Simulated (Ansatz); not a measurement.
The system is HfMoC2.

```xyz
4
Lattice="3.1914 0.0000 0.0000 0.0000 3.1914 0.0000 0.0000 0.0000 4.4852" Properties=species:S:1:pos:R:3 pbc="T T T"
Hf    0.0000    0.0000    0.0000
Mo    1.5957    1.5957    2.2426
C     1.5957    1.5957    0.0000
C     0.0000    0.0000    2.2426
```

The cell comes from a database or a generator and needn't be the stable form of this composition.

* Program: Ansatz 0.2.0
* Task: relaxation of cell and atoms
* Functional: r2SCAN
* Dispersion: D3(BJ)-ATM
* Potentials or basis: Ansatz PAW
* Cutoff: 500 eV (not typed: the program's choice for these potentials)
* k mesh: 8 × 8 × 6
* Occupations: fermi-dirac, width 0.05 eV
* Spin: no spin polarisation

At the start: volume 11.42 Å³/atom.

Q: How do energy, volume and symmetry change on relaxing?

A: It ends after 6 steps and the volume is 11.23 Å³/atom (-1.7 %); space group P4/mmm (No. 123, to 0.05 Å).

The path:
```
step  energy change (eV)  largest force (eV/Å)  volume (Å³)
   1              0.0000                0.0000        45.68
   2             -0.0125                0.0000        44.53
   3             -0.0156                0.0000        44.92
   4             -0.0157                0.0000        44.93
   5             -0.0157                0.0000        44.93
   6             -0.0155                0.0000        44.93
```

Final structure:
```cif
data_structure
_symmetry_space_group_name_H-M 'P 1'
_symmetry_Int_Tables_number 1
_cell_length_a 3.1834
_cell_length_b 3.1834
_cell_length_c 4.4334
_cell_angle_alpha 90.000
_cell_angle_beta 90.000
_cell_angle_gamma 90.000
_cell_volume 44.93
loop_
_atom_site_label
_atom_site_type_symbol
_atom_site_fract_x
_atom_site_fract_y
_atom_site_fract_z
_atom_site_occupancy
Hf1 Hf 0.00000 0.00000 0.00000 1
Mo1 Mo 0.50000 0.50000 0.50000 1
C1 C 0.50000 0.50000 0.00000 1
C2 C 0.00000 0.00000 0.50000 1
```

Caveat: the plane-wave basis is chosen anew once the cell has moved, so the energies of steps on either side of that aren't comparable; pairwise dispersion overbinds metals, which lowers pressure and volume; the PAW data sets come from PBE, with cores solved anew for the run's functional, which leaves a small shift of forces and pressure.
